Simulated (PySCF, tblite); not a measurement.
# C₃H₉AlCl₂O: geometry, infrared bands and NMR shifts

Aim: predict the infrared bands and NMR shifts of C₃H₉AlCl₂O (`C[O+]([AlH3-])CC(Cl)Cl`).

The runs use tblite 0.8.0 and PySCF 2.14.0, with density-fitted response routines of our own; the level of theory stands in each step. All values are computed, except where a source is named. Atoms count from 0, in the outputs and in this text.

## 1. The starting structure

16 atoms, charge 0, multiplicity 1; geometry from: force field or distance geometry start.

Bonds of the start (Å): C0–O1 1.41, O1–Al2 1.84, O1–C3 1.38, C3–C4 1.51, C4–Cl5 1.75, C4–Cl6 1.78, C0–H7 1.10, C0–H8 1.09, C0–H9 1.12, Al2–H10 1.58, Al2–H11 1.59, Al2–H12 1.62, C3–H13 1.11, C3–H14 1.12, C4–H15 1.11.

## 2. Geometry optimisation with GFN2-xTB

Job settings and geometry (Å):

```
{"job": {"kind": "relax", "xc": "GFN2-xTB", "basis": "xTB"}, "charge": 0, "multiplicity": 1}
C     -1.004400     1.540700    -0.304500
O     -0.096200     0.666500     0.326800
Al    -1.008100    -0.695100     1.171700
C      0.590700     0.103800    -0.736000
C      1.691600    -0.855500    -0.350400
Cl     1.196500    -2.258800     0.566000
Cl     2.873400     0.088300     0.586500
H     -1.636400     2.085100     0.416200
H     -1.551100     0.939700    -1.031200
H     -0.349500     2.233300    -0.892300
H     -0.138300    -1.180400     2.395400
H     -1.246900    -1.892100     0.146700
H     -2.413200    -0.154000     1.768000
H     -0.141100    -0.409400    -1.391600
H      1.034700     0.908200    -1.378600
H      2.190500    -1.111500    -1.304400
```

Started as:

```console
$ OMP_NUM_THREADS=1 python probes_run.py task.json out
```

One launch serves the whole session: the jobs run in the order shown.

**Question.** This job is followed by: GFN2-xTB harmonic vibrations, gas phase; GIAO PBE0/pcSseg-1 NMR shielding, non-relativistic, gas phase. Predict these results of the whole session: strongest single infrared mode (GFN2-xTB); zero-point energy (GFN2-xTB); ¹³C shifts against TMS (PBE0/pcSseg-1); ¹H shifts against TMS (PBE0/pcSseg-1, means over atoms taken as alike); ¹⁷O shifts against H2O (PBE0/pcSseg-1); ²⁷Al shifts against AlH4- (PBE0/pcSseg-1); ³⁵Cl shifts against HCl (PBE0/pcSseg-1, means over atoms taken as alike).

The runs gave:

```
                                                                quantity                       value
                               strongest single infrared mode (GFN2-xTB)        812 cm⁻¹, 453 km/mol
                                            zero-point energy (GFN2-xTB)               67.7 kcal/mol
                                  ¹³C shifts against TMS (PBE0/pcSseg-1)        88.6, 80.2, 63.5 ppm
  ¹H shifts against TMS (PBE0/pcSseg-1, means over atoms taken as alike)  6.19, 4.46, 4.37, 4.35 ppm
                                  ¹⁷O shifts against H2O (PBE0/pcSseg-1)                    19.1 ppm
                               ²⁷Al shifts against AlH4- (PBE0/pcSseg-1)                    86.8 ppm
³⁵Cl shifts against HCl (PBE0/pcSseg-1, means over atoms taken as alike)                     287 ppm
```

The optimisation took 154 steps and gained 1.360 eV; among the close pairs (by a distance rule), O1–Al2 changed most, from 1.844 to 1.915 Å. No mode is imaginary among the 42: a minimum at this level. The strongest single mode, at 812 cm⁻¹, moves mainly H11 and H12. GFN2-xTB is a fitted tight-binding method: band positions and strengths are rough. Its intensities can rank the bands wrongly. C4 stands next to heavy halogen, whose spin-orbit shielding this run leaves out, so the computed shift lies too far downfield, most of all for carbon beside Br or I. The most deshielded hydrogen is H15 (hydrogen on an sp3 CH bonded to 2 Cl), at 6.19 ppm: its carbon carries Cl, which withdraws density. At PBE0/pcSseg-1: The largest span, 598 ppm, is at Cl5, Cl6, where the paramagnetic term is -484 ppm.
